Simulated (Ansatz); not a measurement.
# InH₃O₃: one species, many methods

The task here is to estimate one member of a computed series from the others.

Method: functionals in def2-TZVPP, the program's frozen cores in correlated methods; program: Ansatz 0.2.0, Gaussian basis.

Levels to be run: LDA (SPW92), PBE-D4, revPBE-D4, BLYP-D4, r2SCAN-D4, B97M-V, PBE0-D4, B3LYP-D4, r2SCANh-D4, r2SCAN0-D4, HSE06-D4, BHLYP-D4, CAM-B3LYP-D4, LC-ωPBE, ωB97X-V, ωB97M-V, B2PLYP, PBE-QIDH; CCSD(T)/def2-SVP; CCSD(T)/def2-TZVPP; CCSD(T)/def2-QZVPP; extrapolation to the limit; RPA on PBE.

**The relaxed structure**

An earlier PBE0-D4 in a triple-zeta def2 set relaxation fixed the geometry. In takes the def2 core potential; no spin-orbit term is included.

SMILES `[OH][In]([OH])[OH]`, 7 atoms, charge 0, spin multiplicity 1.

Atoms are counted from 1 here; the program's logs count them from 0.

Bond lengths: O1–In2 1.973 Å, O1–H5 0.961 Å, In2–O3 1.973 Å, In2–O4 1.973 Å, O3–H6 0.961 Å, O4–H7 0.961 Å. Angles: In2–O1–H5 112.2°, O1–In2–O3 120.0°, O1–In2–O4 120.0°, O3–In2–O4 120.0°, In2–O3–H6 112.1°, In2–O4–H7 112.2°.

Set-up of the first run:

in.yaml

```yaml
crystal:
  periodic: [false, false, false]
  atoms:
    - {symbol: O, position_ang: [-1.905633, 0.445690, -0.146566]}
    - {symbol: In, position_ang: [0.008430, -0.009966, -0.006308]}
    - {symbol: O, position_ang: [0.989115, 0.352292, 1.666424]}
    - {symbol: O, position_ang: [0.942763, -0.827666, -1.539095]}
    - {symbol: H, position_ang: [-2.245059, 0.837316, 0.662577]}
    - {symbol: H, position_ang: [1.911103, 0.087557, 1.610307]}
    - {symbol: H, position_ang: [0.360681, -0.953125, -2.293239]}
basis:
  gaussian: {orbitals: def2-TZVPP}
hamiltonian: {xc: lda}
output: {orbitals: {seedname: orbitals}}
```

Run with:

```sh
> ansatz run in.yaml --threads 2 --pin off --events-out ev --progress --plain --max-ram 32768MiB --backend cpu
```

Steps of the session up to this table: LDA; PBE-D4 (GGA); revPBE-D4 (GGA); BLYP-D4 (GGA); r2SCAN-D4 (meta-GGA); B97M-V (meta-GGA); B3LYP-D4 (hybrid); r2SCANh-D4 (hybrid); r2SCAN0-D4 (hybrid); HSE06-D4 (hybrid); BHLYP-D4 (hybrid); CAM-B3LYP-D4 (range-separated); LC-ωPBE (range-separated); ωB97X-V (range-separated); ωB97M-V (range-separated); B2PLYP (double hybrid); PBE-QIDH (double hybrid).

One table of the session follows, with a row left open; its other results are not shown here.

It belongs to the step «Orbital energies across the functionals». 

```
  functional  HOMO (eV)  LUMO (eV)  gap (eV)
 LDA (SPW92)      -7.21      -3.12      4.09
      PBE-D4      -6.97      -2.81      4.16
   revPBE-D4      -6.88      -2.67      4.21
     BLYP-D4      -6.88      -2.82      4.06
   r2SCAN-D4      -7.34      -2.55      4.79
      B97M-V      -7.39      -2.71      4.68
     PBE0-D4          ?          ?         ?
    B3LYP-D4      -8.41      -2.27      6.14
  r2SCANh-D4      -7.98      -2.23      5.76
  r2SCAN0-D4      -8.96      -1.74      7.22
    HSE06-D4      -8.26      -2.26      6.00
    BHLYP-D4     -10.35      -1.10      9.25
CAM-B3LYP-D4     -10.22      -1.00      9.22
     LC-ωPBE     -11.59       0.41     12.00
     ωB97X-V     -11.23       0.18     11.41
     ωB97M-V     -11.17      -0.01     11.16
```

Estimate the missing values for PBE0-D4.

The run gave: HOMO (eV): -8.68; LUMO (eV): -1.89; gap (eV): 6.78. In the column «HOMO (eV)» it lies between r2SCAN0-D4 (-8.96) and B3LYP-D4 (-8.41).
